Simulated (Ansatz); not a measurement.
# AlAsH4 (SMILES [AlH2][AsH2]): functionals against CCSD(T) at one geometry

An exercise on one series of results from a longer session: the logs are not shown, and one member is left open.

Program: Ansatz 0.2.0, Gaussian basis. Level of theory: single points in def2-TZVPP. These are calculated values, not measurements.

Cores are frozen in the correlated methods. Filled d shells of the heavier atoms are correlated. B3LYP uses VWN-RPA correlation.

## Starting geometry

SMILES `[AlH2][AsH2]`, 6 atoms, charge 0, spin multiplicity 1.

Atoms are counted from 1 here; the program's logs count them from 0.

Bond lengths: Al1–As2 2.524 Å, Al1–H3 1.668 Å, Al1–H4 1.644 Å, As2–H5 1.612 Å, As2–H6 1.582 Å. Angles: As2–Al1–H3 119.2°, As2–Al1–H4 132.4°, H3–Al1–H4 108.3°, Al1–As2–H5 80.3°, Al1–As2–H6 78.9°, H5–As2–H6 86.0°.

As a file:

```mol
AlAsH4
  3D, bonds by distance, orders not assigned

  6  5  0  0  0  0  0  0  0  0999 V2000
   -0.3336   -0.8674   -0.1666 Al  0  0
   -0.3701    1.6523   -0.3115 As  0  0
    0.9499   -1.6199    0.5876 H   0  0
   -1.3197   -2.0269   -0.7878 H   0  0
    1.1907    1.3865   -0.6131 H   0  0
    0.0016    1.4413    1.2119 H   0  0
  1  2  8  0
  1  3  8  0
  1  4  8  0
  2  5  8  0
  2  6  8  0
M  END
```

Set-up of the first run:

run/in.yaml reads:

```yaml
crystal:
  periodic: [false, false, false]
  atoms:
    - {symbol: Al, position_ang: [-0.333600, -0.867400, -0.166600]}
    - {symbol: As, position_ang: [-0.370100, 1.652300, -0.311500]}
    - {symbol: H, position_ang: [0.949900, -1.619900, 0.587600]}
    - {symbol: H, position_ang: [-1.319700, -2.026900, -0.787800]}
    - {symbol: H, position_ang: [1.190700, 1.386500, -0.613100]}
    - {symbol: H, position_ang: [0.001600, 1.441300, 1.211900]}
basis:
  gaussian: {orbitals: def2-TZVPP}
correlation: {method: ccsd_t}
output: {forces: true}
```

The command line of these runs was not kept.

Among the steps run: CCSD(T)/def2-TZVPP; PBE0-D4/def2-TZVPP; wB97M-V/def2-TZVPP; r2SCAN-D4/def2-TZVPP; PBE-D4/def2-TZVPP; revPBE-D4/def2-TZVPP; B3LYP-D4/def2-TZVPP.

One of the session's tables, all rows but one given; the rest of the session is left out.

| method | RMS force component (eV/Å) | angle to CCSD(T) forces (°) | dipole (D) |
| --- | --- | --- | --- |
| CCSD(T) | 0.676 | reference | 0.54 |
| PBE0-D4 | ? | ? | ? |
| wB97M-V | 0.715 | 1.7 | 0.61 |
| r2SCAN-D4 | 0.642 | 1.4 | 0.54 |
| PBE-D4 | 0.505 | 5.7 | 0.64 |
| revPBE-D4 | 0.489 | 7.4 | 0.66 |
| B3LYP-D4 | 0.640 | 4.8 | 0.67 |

Estimate the missing values for PBE0-D4.

The run gave: RMS force component (eV/Å): 0.642; angle to CCSD(T) forces (°): 1.4; dipole (D): 0.56.
